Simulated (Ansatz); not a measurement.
**Nickel, bcc: r²SCAN0 after r²SCAN**

How do the levels and moments change when part of the exchange is made exact, and what does it cost? The cell comes from an earlier r²SCAN relaxation. Exact exchange is dear, so the k-mesh is coarse, and r²SCAN is run on the same mesh for comparison.

Program: Ansatz 0.2.0. Level of theory: DFT, plane waves (500 eV) with PBE-made PAW files, scalar-relativistic; functionals as named at each step. These are calculated values, not measurements.

## 1. Starting point

It takes space group Im-3m (No. 229, cubic). The conventional cell has a = 2.754 Å, b = 2.754 Å, c = 2.754 Å, α = 90.00°, β = 90.00°, γ = 90.00°. Ni (site symmetry m-3m) is surrounded by 8 Ni at 2.38 Å.

As a file:

```xyz
2
Lattice="2.7537 0.0000 0.0000 0.0000 2.7537 0.0000 0.0000 0.0000 2.7537" Properties=species:S:1:pos:R:3 pbc="T T T"
Ni    0.0000    0.0000    0.0000
Ni    1.3768    1.3768    1.3768
```

Starting moments (μB): -0.69 ×2.

## 2. r²SCAN, coarse mesh

The run with r²SCAN.

input.yaml

```yaml
crystal:
  lattice:
    - [2.7536632525, 0.0, 0.0]
    - [0.0, 2.7536632525, 0.0]
    - [0.0, 0.0, 2.7536632525]
  atoms:
    - { symbol: Ni, position: [0.0, 0.0, 0.0], spin: -0.687 }
    - { symbol: Ni, position: [0.5, 0.5, 0.5], spin: -0.687 }
hamiltonian:
  xc: r2scan
  pseudopotentials:
    kind: paw
    azcp:
      Ni: "pseudopotentials/Ni.paw.azcp"
basis:
  ecutwfc: 500
  fft_grid_basis: typed
kpoints:
  mp_grid: { grid: [6, 6, 6], shift: [0, 0, 0] }
magnetization:
  spin_polarized: true
scf:
  occupations: { method: fermi_dirac, width: 0.1 }
output:
  write_density: true
  write_potential: true
  elf: true
  volumetric_format: npy
```

Started as:

```bash
$ ansatz run input.yaml --threads 4 --pin off --max-ram 8192MiB --backend cpu --events-out ev --progress --plain --runs-dir out
```

## 3. r²SCAN0, coarse mesh

The run with r²SCAN0.

Changes to input.yaml since step 2:

```diff
@@ -9,3 +9,3 @@
 hamiltonian:
-  xc: r2scan
+  xc: r2scan0
   pseudopotentials:
@@ -23,6 +23 @@
   occupations: { method: fermi_dirac, width: 0.1 }
-output:
-  write_density: true
-  write_potential: true
-  elf: true
-  volumetric_format: npy
```

(Steps that only read results are left out.)

Q: Predict the outcome of this session. Wanted: r²SCAN: gap; r²SCAN: magnetic state; r²SCAN0: gap; r²SCAN0: magnetic state.

As calculated:

| quantity | value |
| --- | --- |
| r²SCAN: gap | none (levels filled in part) |
| r²SCAN: magnetic state | ferromagnetic, up to 0.67 μB per atom |
| r²SCAN0: gap | none (levels filled in part) |
| r²SCAN0: magnetic state | ferromagnetic, up to 0.83 μB per atom |
| r²SCAN0: SCF cycles, exchange loops | 78, 8 |
| r²SCAN0: CPU time over that of r²SCAN | 9.9 |

Both r²SCAN and r²SCAN0 leave levels filled in part. The largest moment goes from 0.67 to 0.83 μB; exact exchange favours larger moments in itinerant magnets. The hybrid took 9.9 times as much CPU time as r²SCAN on the same settings. The exchange operator of r²SCAN0 was renewed in 8 outer loops. Absolute energies differ from functional to functional, by eV per atom at times, and say nothing by themselves.
